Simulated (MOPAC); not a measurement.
**AM1 run of C3H9FOSSn (SMILES C[O][Sn]([CH3])([F])[S]C)**

Wanted: a geometry optimisation of C3H9FOSSn. 

The results are computed with MOPAC 23.2.5.

21 further runs of the same task are left out: 2 that didn't finish, 19 set aside as unsound or not needed.

## Step 1: Starting point

The species is C3H9FOSSn (16 atoms), meant as a singlet with charge 0. SMILES: `C[O][Sn]([CH3])([F])[S]C`. All atoms were displaced at random from a relaxed shape. The run starts from this shape.

Bond lengths: C1–O2 1.401 Å, O2–Sn3 1.971 Å, Sn3–C4 2.107 Å, Sn3–F5 1.907 Å, Sn3–S6 2.388 Å, S6–C7 1.828 Å, C1–H8 1.111 Å, C1–H9 1.077 Å, C1–H10 1.129 Å, C4–H11 1.086 Å, C4–H12 1.064 Å, C4–H13 1.081 Å, C7–H14 1.102 Å, C7–H15 1.094 Å, C7–H16 1.083 Å. Some angles: C1–O2–Sn3 120.9°, O2–Sn3–C4 107.5°, O2–Sn3–F5 106.5°, O2–Sn3–S6 107.3°, C4–Sn3–F5 109.6°, C4–Sn3–S6 122.1°, F5–Sn3–S6 102.9°, Sn3–S6–C7 98.9°, O2–C1–H8 113.2°, O2–C1–H9 112.8°.

## Step 2: A geometry optimisation at AM1

run.mop

```
DISP PRECISE CYCLES=300 MULLIK GNORM=0.02 AM1 AUX(PRECISION=9) THREADS=1
job C3H9FOSSn

C     -1.003950     1.977251     1.004534
O     -1.250721     0.682442     0.529551
Sn    -0.272680    -0.027764    -1.027448
C     -1.089422    -1.915696    -1.483336
F     -0.602253     1.177815    -2.468373
S      2.056636     0.275154    -0.599005
C      2.143750    -0.507210     1.050795
H      0.078544     2.212024     1.092084
H     -1.469332     2.738766     0.401020
H     -1.427437     2.035661     2.049129
H     -2.099821    -1.753764    -1.847448
H     -0.487330    -2.395026    -2.218008
H     -1.108406    -2.509927    -0.580640
H      3.152115    -0.303100     1.444821
H      1.395552    -0.076589     1.722969
H      2.012483    -1.581550     1.003496
```

The run is started by

```
$ mopac run.mop
```

What values should one expect? Wanted: total energy at the end; dipole moment; HOMO energy; LUMO energy; HOMO–LUMO gap; heat of formation.

Answer, from the run:

Level: AM1.

```
               quantity            value
total energy at the end     -57.87361 Eh
          dipole moment           1.66 D
            HOMO energy         -8.87 eV
            LUMO energy         -1.40 eV
          HOMO–LUMO gap          7.47 eV
      heat of formation  -106.9 kcal/mol
```

What this shows: At the final geometry: Bond lengths: C1–O2 1.369 Å, O2–Sn3 2.013 Å, Sn3–C4 2.061 Å, Sn3–F5 1.877 Å, Sn3–S6 2.568 Å, S6–C7 1.771 Å, C1–H8 1.127 Å, C1–H9 1.125 Å, C1–H10 1.125 Å, C4–H11 1.113 Å, C4–H12 1.113 Å, C4–H13 1.114 Å, C7–H14 1.114 Å, C7–H15 1.111 Å, C7–H16 1.111 Å. Some angles: C1–O2–Sn3 139.4°, O2–Sn3–C4 110.8°, O2–Sn3–F5 100.5°, O2–Sn3–S6 109.1°, C4–Sn3–F5 111.5°, C4–Sn3–S6 113.3°, F5–Sn3–S6 110.8°, Sn3–S6–C7 110.2°, O2–C1–H8 111.3°, O2–C1–H9 111.2°. The optimisation took 202 steps and changed the energy by -0.601 eV.
